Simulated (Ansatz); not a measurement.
**Ti2Co: a hydrostatic pressure series**

An exercise on one series of results from a longer session: the logs are not shown, and one member is left open.

Method: DFT PBEsol, scalar-relativistic, plane waves, PAW, in Ansatz 0.2.0.

## Starting point

The structure is cubic, space group Fd-3m (No. 227). Conventional cell: a = 6.979 Å, b = 6.979 Å, c = 6.979 Å, α = 90.00°, β = 90.00°, γ = 90.00°. Ti (site symmetry -3m) is surrounded by 6 Ti at 2.47 Å. Co (site symmetry -43m) is surrounded by 12 Ti at 2.89 Å and 4 Co at 3.02 Å.

Coordinates:

```cif
data_structure
_symmetry_space_group_name_H-M 'P 1'
_symmetry_Int_Tables_number 1
_cell_length_a 4.9349
_cell_length_b 4.9349
_cell_length_c 4.9349
_cell_angle_alpha 60.000
_cell_angle_beta 60.000
_cell_angle_gamma 60.000
_cell_volume 84.98
loop_
_atom_site_label
_atom_site_type_symbol
_atom_site_fract_x
_atom_site_fract_y
_atom_site_fract_z
_atom_site_occupancy
Ti1 Ti 0.12500 0.12500 0.12500 1
Ti2 Ti 0.62500 0.12500 0.12500 1
Ti3 Ti 0.12500 0.12500 0.62500 1
Ti4 Ti 0.12500 0.62500 0.12500 1
Co1 Co 0.50000 0.50000 0.50000 1
Co2 Co 0.75000 0.75000 0.75000 1
```

This cell was relaxed beforehand with the same method: volume 14.16 Å³/atom, gap on the mesh none (metal), site moments up to 1.0 μB.

Set-up of the first run:

input.yaml reads:

```yaml
crystal:
  lattice:
    - [0.0, 3.5225932668, 3.5225932668]
    - [3.5225932668, 0.0, 3.5225932668]
    - [3.5225932668, 3.5225932668, 0.0]
  atoms:
    - { symbol: Ti, position: [0.125, 0.125, 0.125] }
    - { symbol: Ti, position: [0.625, 0.125, 0.125] }
    - { symbol: Ti, position: [0.125, 0.125, 0.625] }
    - { symbol: Ti, position: [0.125, 0.625, 0.125] }
    - { symbol: Co, position: [0.5, 0.5, 0.5], spin: 1.11 }
    - { symbol: Co, position: [0.75, 0.75, 0.75], spin: 1.11 }
basis:
  ecutwfc: 420
kpoints:
  mp_grid: { grid: [10, 10, 10] }
hamiltonian:
  xc: pbesol
scf:
  occupations: { method: gaussian, width: 0.1 }
output:
  forces: true
  stress: true
  eigenvalues: true
  populations: true
magnetization:
  spin_polarized: true
relax:
  adjacent_minimum: "off"
  f_tol: 0.008
  max_steps: 50
  cell: { stress_tol: 0.08, p_target: -3.0 }
```

Command:

```sh
$ ansatz run input.yaml --threads 1 --pin off --max-ram 2560MiB --backend cpu --events-out ev --progress --plain --runs-dir out
```

Steps of the session up to this table: Relaxing at -3 GPa; Relaxing at 3 GPa; Target pressure 8 GPa; 15 GPa; 30 GPa; 60 GPa.

One table of the session follows, with a row left open; its other results are not shown here.

Lengths are those of the vectors of the cell that was run:

```
P (GPa)  V (Å³/atom)  a (Å)  b (Å)  c (Å)  ΔH (eV/atom)
     -3        14.57  4.982  4.982  4.982        -0.269
      0        14.16  4.935  4.935  4.935         0.000
      3        13.82  4.894  4.894  4.894         0.262
      8            ?      ?      ?      ?             ?
     15        12.77  4.768  4.768  4.768         1.254
     30        11.87  4.653  4.653  4.653         2.405
     60        10.72  4.497  4.497  4.497         4.512
```

Q: Estimate the row for P (GPa) = 8 from the others.

Worked estimate for «V (Å³/atom)». A straight line through the neighbours (3, 13.82) and (15, 12.77) gives 13.82 + (12.77 − 13.82) × (8 − 3) / (15 − 3) = 13.38; a parabola fitted to 4 rows on both sides gives 13.35.

**Answer.** V (Å³/atom): 13.32; a (Å): 4.835; b (Å): 4.835; c (Å): 4.835; ΔH (eV/atom): 0.685. In «V (Å³/atom)» the line misses by +0.06 and the parabola by +0.03.

ΔH is E + PV over the energy at zero pressure; a, b and c are the vectors of the computed cell. 

To keep in mind: Other structures may take over in this range; these runs cannot find them. Warnings in the runs' records: seeded moment not kept.
